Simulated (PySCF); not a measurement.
# TlC+: from the state search to spectroscopic constants

One job finds the state of TlC+, follows it along the bond with each method and fits the curves.

Program: PySCF 2.14.0. Level of theory: Tl def2-SVP with ECP60, C def2-SVP, scalar-relativistic core potentials. These are calculated values, not measurements.

## Step 1: The job

Settings of the job:

```
atoms                         : Tl, C
charge                        : 1
basis                         : Tl def2-SVP with ECP60, C def2-SVP
Hamiltonian                   : scalar-relativistic core potentials
basis functions               : 40
electrons treated             : 26
masses in u                   : 204.9744, 12.0000
levels                        : PBE0, PBE, r²SCAN, PBEsol, M06-2X, LDA, HF, MP2, SCS-MP2, CCSD, CCSD(T)
grid                          : 80 radial by 434 angular points
occupations                   : held fixed by the projection of orbital angular momentum
dissociation limit            : Tl+ + C, each in its ground configuration
starting distance in angstrom : 2.240
values of 2S to try           : 0, 2
```

Started as:

```console
OMP_NUM_THREADS=1 python dia.py task.json out
```

After this run come: The PBE0 curve of the state that the search chose; Higher solutions at PBE0; PBE; r²SCAN (meta-GGA); PBEsol (GGA); M06-2X (hybrid meta-GGA); LDA; UHF (mean field); Correlated methods on the Hartree–Fock reference.

**Question.** What will these runs give? Wanted: for each run, Re; ωe; De; μ.

**Answer**, as computed:

Lowest PBE0 solution found, without spin–orbit coupling: ³Π (triplet), unpaired electrons σ ↑, π ↑. State 3 has its PBE0 minimum 0.42 eV higher, as a spin-mixed determinant (⟨S²⟩ = 1.01), so this is no gap between pure states. The other levels ran on the lowest alone.

| level | Re (Å) | ωe (cm⁻¹) | De (eV) | μ (D) |
| --- | --- | --- | --- | --- |
| UHF | 3.428 | 87.7 | 0.126 | 0.17 |
| UHF-MP2 | 3.197 | 115.0 | 0.189 | n/a |
| UHF-SCS-MP2 | 3.245 | 108.6 | 0.172 | n/a |
| UHF-CCSD | 3.203 | 112.9 | 0.187 | n/a |
| UHF-CCSD(T) | 3.175 | 116.7 | 0.196 | n/a |
| LDA | 2.784 | 197.2 | 0.56 | 1.60 |
| PBE | 2.974 | 154.4 | 0.375 | 1.33 |
| PBEsol | 2.878 | 172.7 | 0.438 | 1.48 |
| r²SCAN | 2.976 | 155.4 | 0.326 | 1.21 |
| PBE0 | 3.007 | 147.9 | 0.298 | 1.05 |
| M06-2X | 3.046 | 153.7 | 0.299 | 0.80 |

De is counted to Tl+ + C in their ground configurations. A positive dipole points from Tl to C; in an ion it is taken about the centre of mass and does not tell which atom is negative.

**Reading.** Bond lengths run from 2.784 Å (LDA) to 3.428 Å (UHF). CCSD(T) can't serve as the judge here: for a weak bond in this basis it is far from its limit. Of the levels with a De here, UHF gives the least (0.126 eV) and LDA the most (0.56 eV).

Correlated steps freeze 5 core orbitals. Spin–orbit coupling is left out, which matters for elements this heavy, above all for dissociation energies. The bond is weak, and basis-set superposition, which was not computed, may be a sizeable part of it. With spin–orbit coupling the term label itself may not hold.
